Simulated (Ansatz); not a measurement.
# LaOsSi3: the cost of one run

Method: DFT PBEsol, scalar-relativistic, plane waves, PAW, in Ansatz 0.2.0.

1 further run of the same task is left out (set aside as unsound or not needed). Runs told in other sessions of the task aren't counted.

## Step 1: The structure to begin with

The cell holds 26 atoms (La5NOs5Si15): a = 8.357 Å, b = 8.357 Å, c = 8.357 Å, α = 106.89°, β = 110.78°, γ = 110.78°.

The coordinates of this cell stand in the input of its own run.

The host was relaxed before at PBEsol: a = 4.300 Å, b = 4.300 Å, c = 10.013 Å, α = 90.00°, β = 90.00°, γ = 90.00° (conventional cell), 18.515 Å³/atom.

Places, in fractions of the supercell: N as an interstitial at (0.708, 0.750, 0.875). Its neighbours start displaced at random, with a spread of 0.05 Å in each coordinate.

## Step 2: The perfect crystal in the supercell of 25 atoms

Contents of input.yaml:

```yaml
crystal:
  lattice:
    - [-6.3687993567, -2.1229331189, 4.9777012551]
    - [-2.1229331189, 6.3687993567, -4.9777012551]
    - [2.1229331189, -6.3687993567, -4.9777012551]
  atoms:
    - { symbol: La, position: [0.4, 0.6018017123, 0.8018017123] }
    - { symbol: La, position: [0.0, 0.0018017123, 0.0018017123] }
    - { symbol: La, position: [0.2, 0.8018017123, 0.4018017123] }
    - { symbol: La, position: [0.8, 0.2018017123, 0.6018017123] }
    - { symbol: La, position: [0.6, 0.4018017123, 0.2018017123] }
    - { symbol: Os, position: [0.8, 0.545369613, 0.945369613] }
    - { symbol: Os, position: [0.4, 0.945369613, 0.145369613] }
    - { symbol: Os, position: [0.6, 0.745369613, 0.545369613] }
    - { symbol: Os, position: [0.2, 0.145369613, 0.745369613] }
    - { symbol: Os, position: [1.0, 0.345369613, 0.345369613] }
    - { symbol: Si, position: [0.4, 0.1812574255, 0.3812574255] }
    - { symbol: Si, position: [1.0, 0.5812574255, 0.5812574255] }
    - { symbol: Si, position: [0.2, 0.3812574255, 0.9812574255] }
    - { symbol: Si, position: [0.8, 0.7812574255, 0.1812574255] }
    - { symbol: Si, position: [0.6, 0.9812574255, 0.7812574255] }
    - { symbol: Si, position: [0.5, 0.7387861246, 0.2387861246] }
    - { symbol: Si, position: [0.1, 0.1387861246, 0.4387861246] }
    - { symbol: Si, position: [0.3, 0.9387861246, 0.8387861246] }
    - { symbol: Si, position: [0.9, 0.3387861246, 0.0387861246] }
    - { symbol: Si, position: [0.7, 0.5387861246, 0.6387861246] }
    - { symbol: Si, position: [0.7, 0.0387861246, 0.1387861246] }
    - { symbol: Si, position: [0.3, 0.4387861246, 0.3387861246] }
    - { symbol: Si, position: [0.5, 0.2387861246, 0.7387861246] }
    - { symbol: Si, position: [0.1, 0.6387861246, 0.9387861246] }
    - { symbol: Si, position: [0.9, 0.8387861246, 0.5387861246] }
basis:
  ecutwfc: 420
  xc_grid: 2
kpoints:
  mp_grid: { grid: [3, 3, 3], shift: [0.0, 0.0, 0.0] }
hamiltonian:
  xc: pbesol
scf:
  occupations: { method: gaussian, width: 0.05 }
output:
  forces: true
  stress: true
  eigenvalues: true
```

Launch:

```console
ansatz run input.yaml --threads 8 --pin off --max-ram 14336MiB --backend cpu --events-out ev --progress --plain --runs-dir out
```

What time and memory should one allow on 8 threads of AMD EPYC 9R45 (Zen 5), shared host?

About 2.1 s, with a peak of 1.9 GiB.
